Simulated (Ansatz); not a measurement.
**C2F4O: how energies converge with the basis set**

The task here is to estimate one member of a computed series from the others.

Computed with Ansatz 0.2.0, Gaussian basis. Level: one geometry, several basis sets.

Plan: PBE0-D4/def2-SVP; ωB97M-V/def2-SVP; PBE0-D4/def2-QZVPP; ωB97M-V/def2-QZVPP; the functionals' def2-TZVPP values are taken from earlier runs.

**The relaxed structure**

The geometry comes from an earlier relaxation with PBE0-D4 in a triple-zeta def2 set; it is a stationary point, not always the lowest conformer.

SMILES `FC1(F)OC1(F)F`, 7 atoms, charge 0, spin multiplicity 1.

Atoms are counted from 1 here; the program's logs count them from 0.

Bond lengths: F1–C2 1.318 Å, C2–F3 1.318 Å, C2–O4 1.391 Å, C2–C5 1.447 Å, O4–C5 1.391 Å, C5–F6 1.318 Å, C5–F7 1.318 Å. Angles: F1–C2–F3 110.0°, F1–C2–O4 116.2°, F1–C2–C5 122.9°, F3–C2–O4 116.2°, F3–C2–C5 122.9°, O4–C2–C5 58.7°, C2–O4–C5 62.7°, C2–C5–O4 58.7°, C2–C5–F6 122.9°, C2–C5–F7 122.9°, O4–C5–F6 116.2°, O4–C5–F7 116.2°, F6–C5–F7 110.0°.

The first run:

Input file in.yaml:

```yaml
crystal:
  periodic: [false, false, false]
  atoms:
    - {symbol: F, position_ang: [-0.308058, -1.170472, 1.357953]}
    - {symbol: C, position_ang: [-0.119923, -0.707212, 0.138730]}
    - {symbol: F, position_ang: [-0.611672, -1.552368, -0.744673]}
    - {symbol: O, position_ang: [1.144563, -0.197788, -0.136382]}
    - {symbol: C, position_ang: [0.080193, 0.697284, -0.145254]}
    - {symbol: F, position_ang: [0.089851, 1.622257, 0.793280]}
    - {symbol: F, position_ang: [-0.213754, 1.240398, -1.309353]}
basis:
  gaussian: {orbitals: def2-SVP}
hamiltonian: {xc: pbe0, dispersion: d4}
output: {orbitals: {seedname: orbitals}}
```

Steps of the session up to this table: PBE0-D4 in def2-SVP; ωB97M-V in def2-SVP; PBE0-D4 in def2-QZVPP; ωB97M-V in def2-QZVPP.

One table of the session follows, with a row left open; its other results are not shown here.

It belongs to the step «Functionals by basis». 

| functional | basis | HOMO (eV) | LUMO (eV) |
| --- | --- | --- | --- |
| PBE0-D4 | def2-SVP | -9.80 | 2.88 |
| PBE0-D4 | def2-TZVPP | -9.91 | 1.91 |
| PBE0-D4 | def2-QZVPP | -9.96 | 1.56 |
| ωB97M-V | def2-SVP | ? | ? |
| ωB97M-V | def2-TZVPP | -12.28 | 3.57 |
| ωB97M-V | def2-QZVPP | -12.33 | 2.97 |

Estimate the missing values for ωB97M-V, def2-SVP.

**Answer.** HOMO (eV): -12.14; LUMO (eV): 5.36. In the column «HOMO (eV)» it lies between ωB97M-V, def2-TZVPP (-12.28) and PBE0-D4, def2-QZVPP (-9.96).
